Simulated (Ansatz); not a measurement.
# CH3FZn: the cost of one run

Method: unrestricted cation, the program's frozen cores in correlated methods; program: Ansatz 0.2.0, Gaussian basis.

Levels to be run: UKS PBE-D4/def2-TZVPP; UKS r2SCAN-D4/def2-TZVPP; UKS PBE0-D4/def2-TZVPP; UKS B3LYP-D4/def2-TZVPP; UKS wB97X-V/def2-TZVPP; UKS wB97M-V/def2-TZVPP; UKS B2PLYP (frozen core with 3s3p of Cu, Zn)/def2-TZVPP; UHF-CCSD(T) with 3s3p of Cu, Zn/def2-TZVPP; UHF-MP2 with 3s3p of Cu, Zn/def2-QZVPP; extrapolation to the limit; then −ε(HOMO) from the neutral's earlier runs with LDA (SPW92), PBE-D4, revPBE-D4, BLYP-D4, r2SCAN-D4, B97M-V, PBE0-D4, B3LYP-D4, r2SCANh-D4, r2SCAN0-D4, HSE06-D4, BHLYP-D4, CAM-B3LYP-D4, LC-ωPBE, ωB97X-V, ωB97M-V.

**1. The geometry**

An earlier PBE0-D4 in a triple-zeta def2 set relaxation fixed the geometry.

SMILES `[CH3][Zn][F]`, 6 atoms, charge 0, spin multiplicity 1.

Atoms are counted from 1 here; the program's logs count them from 0.

Bond lengths: C1–Zn2 1.913 Å, C1–H4 1.091 Å, C1–H5 1.091 Å, C1–H6 1.091 Å, Zn2–F3 1.755 Å. Angles: Zn2–C1–H4 110.3°, Zn2–C1–H5 110.3°, Zn2–C1–H6 110.3°, H4–C1–H5 108.6°, H4–C1–H6 108.6°, H5–C1–H6 108.6°, C1–Zn2–F3 180.0°.

**2. Cation, UKS PBE-D4/def2-TZVPP**

File in.yaml:

```yaml
crystal:
  periodic: [false, false, false]
  atoms:
    - {symbol: C, position_ang: [0.465662, -0.419566, 0.405726]}
    - {symbol: Zn, position_ang: [-0.719123, 0.636673, -0.662249]}
    - {symbol: F, position_ang: [-1.805796, 1.605437, -1.641780]}
    - {symbol: H, position_ang: [0.041561, -1.410734, 0.575066]}
    - {symbol: H, position_ang: [1.428114, -0.533812, -0.095858]}
    - {symbol: H, position_ang: [0.631682, 0.057901, 1.372894]}
basis:
  gaussian: {orbitals: def2-TZVPP}
total_charge: 1
magnetization: {spin_polarized: true, initial_magnetization: 1}
hamiltonian: {xc: pbe, dispersion: d4}
```

The run is started by

```console
$ ansatz run in.yaml --threads 4 --pin off --events-out ev --progress --plain --max-ram 10444MiB
```

Q: Estimate wall time and peak memory on 4 threads of Intel Xeon 6975P-C, shared host.

About 27 s, with a peak of 0.41 GiB.
